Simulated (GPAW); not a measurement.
Write an ASE script for GPAW 26.7.0 that does the following.

* Task: relaxation of cell and atoms
* Functional: PBEsol
* Dispersion: D3(BJ)+ATM
* Potentials or basis: PAW data sets generated in the run's folder for this functional
* Cutoff: 600 eV
* Basis: pw
* k mesh: 6 × 6 × 6
* Occupations: fermi-dirac, width 0.05 eV
* Spin: no spin polarisation
* Maxiter: 150
* Optimizer: BFGS
* Fmax: 0.02 eV/Å
* Max steps: 60
* Convergence: density=1e-05 forces=0.0001

Crystal: SnTe3.

```xyz
4
Lattice="0.0000 3.8612 3.8612 3.8612 0.0000 3.8612 3.8612 3.8612 0.0000" Properties=species:S:1:pos:R:3 pbc="T T T"
Te    3.8612    3.8612    3.8612
Te    5.7918    5.7918    5.7918
Te    1.9306    1.9306    1.9306
Sn    0.0000    0.0000    0.0000
```

The cell comes from a database or a generator and needn't be the stable form of this composition.

The input as run:

run.py

```python
from ase import Atoms
from ase.calculators.mixing import SumCalculator
from ase.filters import FrechetCellFilter
from ase.io import write
from ase.optimize import BFGS
from dftd3.ase import DFTD3
from gpaw import GPAW, PW, setup_paths

setup_paths.insert(0, '.')

atoms = Atoms(['Te', 'Te', 'Te', 'Sn'],
              cell=[[0.0, 3.861219, 3.861219],
                    [3.861219, 0.0, 3.861219],
                    [3.861219, 3.861219, 0.0]],
              scaled_positions=[[0.5, 0.5, 0.5],
                                [0.75, 0.75, 0.75],
                                [0.25, 0.25, 0.25],
                                [0.0, 0.0, 0.0]],
              pbc=True)

calc = GPAW(mode=PW(600),
            xc='PBEsol',
            kpts={'size': (6, 6, 6), 'gamma': True},
            occupations={'name': 'fermi-dirac', 'width': 0.05},
            nbands=28,
            convergence={'density': 1e-05, 'forces': 0.0001},
            maxiter=150,
            txt='gpaw.txt')
atoms.calc = SumCalculator([calc, DFTD3(damping='d3bj', params_tweaks=dict(method='pbesol', atm=True))])
opt = BFGS(FrechetCellFilter(atoms), trajectory='relax.traj', logfile='-')
done = opt.run(fmax=0.02, steps=60)
calc.write('gs.gpw')
write('result.traj', atoms)
print('Converged:', done)
print('Cell:', atoms.cell.cellpar().round(4))
print('Volume:', round(atoms.get_volume(), 4))
print(atoms.get_scaled_positions().round(5))
```

Potentials or basis: PAW data sets generated in the run's folder for this functional, pw.

Launch:

```sh
$ gpaw-setup -f PBEsol Sn Te
$ OMP_NUM_THREADS=1 python run.py
```

Results of the run:

| Property | Result |
| --- | --- |
| Relaxed volume | 25.73 Å³/atom |
| Relaxed cell | a = 5.260 Å, b = 5.260 Å, c = 5.260 Å, α = 60.00°, β = 60.00°, γ = 60.00° |
| Space group after relaxing (to 0.05 Å) | Fm-3m (No. 225) |
| Energy gained by relaxing | 57.9 meV/atom |
| Ionic steps | 5 |
| Pressure after relaxing | 0.0 GPa |
| Band gap on the k mesh | none (metal or under the smearing width) |
| Dispersion energy per atom | -0.475 eV |

Caveat: later steps reuse the first step's grids; pairwise dispersion overbinds metals, which lowers pressure and volume.

Wall time 2.7 min on 1 thread of Arm Neoverse V1 (shared host), peak memory 0.26 GiB.
